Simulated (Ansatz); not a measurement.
# H₅NSSi, SMILES N[SiH2]S: energies of removing a hydrogen

Computed with Ansatz 0.2.0, Python API.

At the Python prompt:
```pycon
>>> import ansatz as az
>>> def total_energy(molecule, charge=0, unpaired=0):
...     calc = (
...         molecule.calculation()
...         .basis(gaussian="def2-SVPD")
...         .functional("pbe0")
...     )
...     if charge:
...         calc = calc.charge(charge)
...     if unpaired:
...         calc = calc.spin("collinear", total=unpaired)
...     return calc.run().report["free_energy_ev"]
...
>>> def without(molecule, index):
...     rest = az.Crystal.molecule()
...     for i, site in enumerate(molecule.cartesian_sites):
...         if i != index:
...             rest = rest.atom(site.symbol, site.position_ang)
...     return rest
...
>>> geometry_ang = [
...     ("N", (-0.6334, 0.568, -1.1402)),
...     ("Si", (0.5101, 0.1707, -0.0377)),
...     ("S", (-0.5314, -1.1022, 1.3131)),
...     ("H", (-0.9938, -0.2276, -1.5564)),
...     ("H", (-1.448, 1.0322, -0.6576)),
...     ("H", (0.9899, 1.402, 0.6547)),
...     ("H", (1.602, -0.568, -0.738)),
...     ("H", (0.5966, -1.3322, 2.1062)),
... ]
>>> geometry = az.Crystal.molecule()
>>> for symbol, xyz in geometry_ang:
...     geometry = geometry.atom(symbol, xyz)
...
>>> whole = total_energy(geometry, 0)

>>> hydrogen = total_energy(az.Crystal.molecule().atom("H", (0, 0, 0)), 0, 1)
>>> print(f"E(molecule) = {whole:.5f} eV, E(H) = {hydrogen:.5f} eV")
E(molecule) = -20269.89502 eV, E(H) = -13.61361 eV
>>> for index in [4, 6, 7]:
...     radical = total_energy(without(geometry, index), 0, 1)
...     print(f"H{index}: homolysis {23.060548 * (radical + hydrogen - whole):.1f} kcal/mol")
...
H4: homolysis 114.6 kcal/mol
H6: homolysis 91.0 kcal/mol
H7: homolysis 88.8 kcal/mol
```

What to keep in mind:
- Total energies depend on the basis set; only differences at equal settings carry meaning.
- The geometry is a force-field or estimated start, not a minimum of this method, and the basis set is short of its limit. All parts are taken at fixed geometry, without zero-point energy.
- It ran for 33 s on 1 thread of Arm Neoverse V1 (shared host), peak memory 0.41 GiB.

(Lines on the test bed's own set-up are left out of the output.)
